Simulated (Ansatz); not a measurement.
**WS2: straining the crystal, equal strain of all cell vectors**

One table from this session's results is given with a row withheld; the runs are named, their logs left out.

Program: Ansatz 0.2.0. Level of theory: DFT PBEsol+D3(BJ), scalar-relativistic, plane waves, PAW. These are calculated values, not measurements.

3 further runs of the same task are left out: 3 set aside as unsound or not needed.

## Starting point

The structure is hexagonal, space group P6_3/mmc (No. 194). The conventional cell has a = 3.115 Å, b = 3.115 Å, c = 11.777 Å, α = 90.00°, β = 90.00°, γ = 120.00°. Around W (site symmetry -6m2) lie 6 S at 2.39 Å. S (site symmetry 3m) is surrounded by 3 W at 2.39 Å.

Structure file:

```xyz
6
Lattice="3.1146 0.0000 0.0000 -1.5573 2.6973 0.0000 0.0000 0.0000 11.7771" Properties=species:S:1:pos:R:3 pbc="T T T"
W     0.0000    1.7982    8.8312
W     1.5573    0.8991    2.9459
S     0.0000    1.7982    1.3736
S     1.5573    0.8991    7.2590
S     0.0000    1.7982    4.5181
S     1.5573    0.8991   10.4034
```

It goes back to an entry of the Materials Project, which need not be the stable form.

It is the result of an earlier relaxation at this level (volume 16.49 Å³/atom; gap on the mesh: 0.66 eV).

The unstrained cell was computed beforehand with the same settings: E(σ→0) = -24060.5559 eV for 6 atoms, gap 0.65 eV over the zone.

Set-up of the first run:

Contents of input.yaml:

```yaml
crystal:
  lattice:
    - [3.083445489, 0.0, 0.0]
    - [-1.5417227445, 2.6703421246, 0.0]
    - [0.0, 0.0, 11.6592983693]
  atoms:
    - { symbol: W, position: [0.3333333333, 0.6666666667, 0.7498630965] }
    - { symbol: W, position: [0.6666666667, 0.3333333333, 0.2501369035] }
    - { symbol: S, position: [0.3333333333, 0.6666666667, 0.1166360657] }
    - { symbol: S, position: [0.6666666667, 0.3333333333, 0.6163640561] }
    - { symbol: S, position: [0.3333333333, 0.6666666667, 0.3836359439] }
    - { symbol: S, position: [0.6666666667, 0.3333333333, 0.8833639343] }
basis:
  ecutwfc: 420
kpoints:
  mp_grid: { grid: [12, 12, 4] }
hamiltonian:
  xc: pbesol
  dispersion: d3bj
scf:
  occupations: { method: gaussian, width: 0.02 }
output:
  forces: true
  stress: true
  eigenvalues: true
relax:
  adjacent_minimum: "off"
  f_tol: 0.008
  max_steps: 40
```

Started as:

```
ansatz run input.yaml --threads 1 --pin off --max-ram 2560MiB --backend cpu --events-out ev --progress --plain --runs-dir out
```

Among the steps run: The cell strained by -1.0 %; The gap over the whole zone at -1.0 %; The cell strained by +1.0 %; Seeking the band edges at +1.0 %; The cell strained by -2.0 %; The gap over the whole zone at -2.0 %; At +2.0 %; Seeking the band edges at +2.0 %; The cell strained by -3.0 %; The gap over the whole zone at -3.0 %; At +3.0 %; Seeking the band edges at +3.0 %.

One of the session's tables, all rows but one given; the rest of the session is left out.

Lengths are those of the vectors of the cell that was run; stresses in GPa:

```
strain (%)  ΔE (meV/atom)  a (Å)  b (Å)   c (Å)
      -3.0           43.0  3.021  3.021  11.424
      -2.0           18.4  3.052  3.052  11.542
      -1.0              ?      ?      ?       ?
      +0.0            0.0  3.115  3.115  11.777
      +1.0            4.1  3.146  3.146  11.895
      +2.0           16.0  3.177  3.177  12.013
      +3.0           34.8  3.208  3.208  12.130
```

Q: Estimate the row for strain (%) = -1.0 from the others.

Worked estimate for «ΔE (meV/atom)». A straight line through the neighbours (-2.0, 18.4) and (0.0, 0.0) gives 18.4 + (0.0 − 18.4) × (-1.0 + 2.0) / (0.0 + 2.0) = 9.2; a parabola fitted to 4 rows on both sides gives 4.4.

The run gave: ΔE (meV/atom): 4.4; a (Å): 3.083; b (Å): 3.083; c (Å): 11.659. In «ΔE (meV/atom)» the line misses by +4.8 and the parabola by 0.0.

ΔE is over the unstrained cell. Stress in GPa, positive in compression, on the Cartesian axes of the input.

Limits of these values: Warnings in the runs' records: stress scf threshold loose.
